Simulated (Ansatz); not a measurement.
# ClFH4OSi: the cost of one run

Program: Ansatz 0.2.0, Gaussian basis. Level of theory: PBE0-D4, def2-SVP first, then def2-TZVP. These are calculated values, not measurements.

152 further runs of the same task are left out: 152 set aside as unsound or not needed. Runs told in other sessions of the task aren't counted.

## Step 1: The system as given

The guess: 8 atoms, charge 0, spin multiplicity 1.

Atoms are counted from 1 here; the program's logs count them from 0.

Bond lengths: Si1–H3 1.446 Å, Si1–H4 1.438 Å, Si1–O5 1.623 Å, Si1–Cl7 2.308 Å, O5–H8 0.953 Å, H6–Cl7 1.426 Å. Angles: H3–Si1–H4 136.1°, H3–Si1–O5 109.0°, H3–Si1–Cl7 102.6°, H4–Si1–O5 96.9°, H4–Si1–Cl7 107.9°, O5–Si1–Cl7 98.7°, Si1–O5–H8 127.7°, Si1–Cl7–H6 71.3°.

Geometry (Å):

```mol
ClFH4OSi
  3D, bonds by distance, orders not assigned

  8  6  0  0  0  0  0  0  0  0999 V2000
   -0.4306   -0.2185    0.0055 Si  0  0
    1.2341   -1.5664    0.2086 F   0  0
   -0.3939   -0.7430   -1.3414 H   0  0
   -0.7211   -0.7408    1.3134 H   0  0
   -1.4691    1.0274    0.0581 O   0  0
    1.8416   -0.4261    0.2188 H   0  0
    1.5451    0.9663    0.1397 Cl  0  0
   -1.6060    1.7010   -0.6027 H   0  0
  1  3  8  0
  1  4  8  0
  1  5  8  0
  1  7  8  0
  5  8  8  0
  6  7  8  0
M  END
```

Distances that are to change: Si1–Cl7 2.31 Å, F2–H6 1.29 Å, Si1–F2 2.15 Å, H6–Cl7 1.43 Å.

## Step 2: Relaxing the guess with the reacting distances held

File hold/in.yaml:

```yaml
crystal:
  periodic: [false, false, false]
  atoms:
    - {symbol: Si, position_ang: [-0.430600, -0.218500, 0.005500]}
    - {symbol: F, position_ang: [1.234100, -1.566400, 0.208600]}
    - {symbol: H, position_ang: [-0.393900, -0.743000, -1.341400]}
    - {symbol: H, position_ang: [-0.721100, -0.740800, 1.313400]}
    - {symbol: O, position_ang: [-1.469100, 1.027400, 0.058100]}
    - {symbol: H, position_ang: [1.841600, -0.426100, 0.218800]}
    - {symbol: Cl, position_ang: [1.545100, 0.966300, 0.139700]}
    - {symbol: H, position_ang: [-1.606000, 1.701000, -0.602700]}
basis:
  gaussian: {orbitals: def2-SVP}
hamiltonian: {xc: pbe0, dispersion: d4}
relax: {f_tol: 0.04, max_steps: 150, escape_saddle: false, constraints: [{distance: [0, 6]}, {distance: [1, 5]}, {distance: [0, 1]}, {distance: [5, 6]}]}
```

Run with:

```bash
$ ansatz run in.yaml --threads 4 --pin off --events-out ev --progress --plain --max-ram 9574MiB
```

**Question.** How long does this run take on 4 threads of Arm Neoverse V1, shared host?

About 11 s.
